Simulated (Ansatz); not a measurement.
# C2H3BrO: one species, many methods

Aim: compute C2H3BrO with functionals from several rungs and with coupled cluster, and see how far each lands from CCSD(T) at the basis-set limit for the atomisation energy.

Program: Ansatz 0.2.0, Gaussian basis. Level of theory: functionals in def2-TZVPP, the program's frozen cores in correlated methods. These are calculated values, not measurements.

Plan: LDA (SPW92), PBE-D4, revPBE-D4, BLYP-D4, r2SCAN-D4, B97M-V, PBE0-D4, B3LYP-D4, r2SCANh-D4, r2SCAN0-D4, HSE06-D4, BHLYP-D4, CAM-B3LYP-D4, LC-ωPBE, ωB97X-V, ωB97M-V, B2PLYP, PBE-QIDH; CCSD(T)/def2-SVP; CCSD(T)/def2-TZVPP; MP2/def2-QZVPP; extrapolation to the limit; RPA on PBE.

**1. The geometry**

All runs share one geometry, relaxed beforehand with PBE0-D4 in a triple-zeta def2 set.

SMILES `BrC1CO1`, 7 atoms, charge 0, spin multiplicity 1.

Atoms are counted from 1 here; the program's logs count them from 0.

Bond lengths: Br1–C2 1.922 Å, C2–C3 1.452 Å, C2–O4 1.381 Å, C2–H5 1.084 Å, C3–O4 1.431 Å, C3–H6 1.085 Å, C3–H7 1.086 Å. Angles: Br1–C2–C3 120.1°, Br1–C2–O4 117.3°, Br1–C2–H5 110.1°, C3–C2–O4 60.7°, C3–C2–H5 123.1°, O4–C2–H5 117.2°, C2–C3–O4 57.2°, C2–C3–H6 118.5°, C2–C3–H7 119.9°, O4–C3–H6 115.0°, O4–C3–H7 115.2°, H6–C3–H7 116.8°, C2–O4–C3 62.1°.

**2. LDA**

This LDA is Slater exchange with PW92 correlation.

in.yaml

```yaml
crystal:
  periodic: [false, false, false]
  atoms:
    - {symbol: Br, position_ang: [1.345694, -0.896659, -1.581266]}
    - {symbol: C, position_ang: [-0.150179, -0.459869, -0.456728]}
    - {symbol: C, position_ang: [0.018221, 0.455853, 0.656881]}
    - {symbol: O, position_ang: [-0.661116, 0.819762, -0.549422]}
    - {symbol: H, position_ang: [-0.860995, -1.278575, -0.448071]}
    - {symbol: H, position_ang: [0.985503, 0.927272, 0.798503]}
    - {symbol: H, position_ang: [-0.615727, 0.364216, 1.534302]}
basis:
  gaussian: {orbitals: def2-TZVPP}
hamiltonian: {xc: lda}
output: {orbitals: {seedname: orbitals}}
```

Launch:

```
$ ansatz run in.yaml --threads 2 --pin off --events-out ev --progress --plain --max-ram 4352MiB
```

After this run come: PBE-D4 (GGA); revPBE-D4 (GGA); BLYP-D4 (GGA); r2SCAN-D4 (meta-GGA); B97M-V (meta-GGA); PBE0-D4 (hybrid); B3LYP-D4 (hybrid); r2SCANh-D4 (hybrid); r2SCAN0-D4 (hybrid); HSE06-D4 (hybrid); BHLYP-D4 (hybrid); CAM-B3LYP-D4 (range-separated); LC-ωPBE (range-separated); ωB97X-V (range-separated); ωB97M-V (range-separated); B2PLYP (double hybrid); PBE-QIDH (double hybrid); CCSD(T) in def2-SVP; CCSD(T) in def2-TZVPP; MP2 in def2-QZVPP; RPA on PBE orbitals.

**Question.** What will the summary of the whole plan be? Wanted: atomisation energy, CCSD(T)/CBS; farthest beyond LDA; mean size of error, GGA; mean size of error, meta-GGA; mean size of error, hybrid; mean size of error, range-separated; mean size of error, double hybrid; gap, smallest and largest; T1 diagnostic.

**Answer**, as computed:

```
                               quantity                                                                                                value
        atomisation energy, CCSD(T)/CBS                                                                                       619.8 kcal/mol
functionals within 6.2 kcal/mol (1.0 %)  BLYP-D4, r2SCAN-D4, B97M-V, B3LYP-D4, r2SCANh-D4, CAM-B3LYP-D4, LC-ωPBE, ωB97X-V, ωB97M-V, PBE-QIDH
                    farthest beyond LDA                                                                            BHLYP-D4 (-31.4 kcal/mol)
                mean size of error, GGA                                                                                        11.4 kcal/mol
           mean size of error, meta-GGA                                                                                         3.0 kcal/mol
             mean size of error, hybrid                                                                                        10.2 kcal/mol
    mean size of error, range-separated                                                                                         1.1 kcal/mol
      mean size of error, double hybrid                                                                                         4.6 kcal/mol
              gap, smallest and largest                                                                5.59 eV (BLYP-D4), 13.15 eV (LC-ωPBE)
                          T1 diagnostic                                                                                               0.0101
triples share of the correlation energy                                                                                                3.9 %
```

**Reading.** The LDA atomisation energy is off by 116.3 kcal/mol (19 %): it overbinds. PBE-D4 is off by +26.7 kcal/mol. Double hybrids carry the basis error of their MP2 part in triple zeta, and no dispersion term here, so their miss is partly the set-up's. The rungs range-separated, meta-GGA, double hybrid miss on average by less than the doubt on the reference (6.2 kcal/mol), so they tie. The reference freezes the cores and leaves out relativity and excitations past (T), and its outer-core shells are covered unevenly, so misses under about 6.2 kcal/mol can't be ranked. All levels share the lack of spin-orbit coupling, which lowers the free heavy atoms and so the true binding. Hartree-Fock recovers 68 % of the binding; the rest is correlation. CCSD(T) in def2-SVP is off by -35.9 kcal/mol, worse than the median functional, from the basis alone. Orbital gaps span 5.6 to 13.2 eV; exact exchange widens them. Correlated methods include outer-core shells of Br, which these sets cover unevenly.
